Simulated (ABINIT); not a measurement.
The system is CaBr.

```
Br Ca
1.0
     3.91702    0.00000    0.00000
    -1.95851    3.39224    0.00000
     0.00000    0.00000    4.34103
Br Ca
1 1
Direct
  0.33333 0.66667 0.50000
  0.00000 0.00000 0.00000
```

The cell comes from a database or a generator and needn't be the stable form of this composition.

```yaml
Program: ABINIT 10.8.3 (patched build)
Task: relaxation of cell and atoms
Functional: WC
Potentials_or_basis: JTH PAW PBE v2.0
Cutoff: 517 eV
k_mesh: 6 × 6 × 4
Occupations: fermi-dirac, width 0.05 eV
Spin: no spin polarisation
```

At the start: pressure -1.4 GPa; volume 28.84 Å³/atom.

Question: How do energy, volume and symmetry change on relaxing?

Answer: Over 10 steps the energy falls by 8.3 meV/atom and the volume is 27.11 Å³/atom (-6.0 %); space group P-6m2 (No. 187, to 0.05 Å).

Step by step:
```tsv
step	energy change (eV)	largest force (eV/Å)	pressure (GPa)	volume (Å³)
1	0.0000	0.0000	-1.37	57.68
2	-0.0021	0.0000	-1.29	57.44
3	-0.0163	0.0000	0.21	53.79
4	-0.0165	0.0000	-0.01	54.23
5	-0.0165	0.0000	0.01	54.19
6	-0.0165	0.0000	0.02	54.17
7	-0.0166	0.0000	0.03	54.14
8	-0.0166	0.0000	0.03	54.16
9	-0.0166	0.0000	0.01	54.19
10	-0.0166	0.0000	0.00	54.21
```

Final structure:
```cif
data_structure
_symmetry_space_group_name_H-M 'P 1'
_symmetry_Int_Tables_number 1
_cell_length_a 3.8228
_cell_length_b 3.8228
_cell_length_c 4.2835
_cell_angle_alpha 90.000
_cell_angle_beta 90.000
_cell_angle_gamma 120.000
_cell_volume 54.21
loop_
_atom_site_label
_atom_site_type_symbol
_atom_site_fract_x
_atom_site_fract_y
_atom_site_fract_z
_atom_site_occupancy
Br1 Br 0.33333 0.66667 0.50000 1
Ca1 Ca 0.00000 0.00000 0.00000 1
```

Caveat: the k mesh is coarse (spacing up to 0.36 Å⁻¹), so the values aren't converged; the PAW data sets were made with another functional, which shifts forces and pressure a little; an odd number of electrons without spin polarisation forces a metal; a magnetic or distorted state may lie lower.
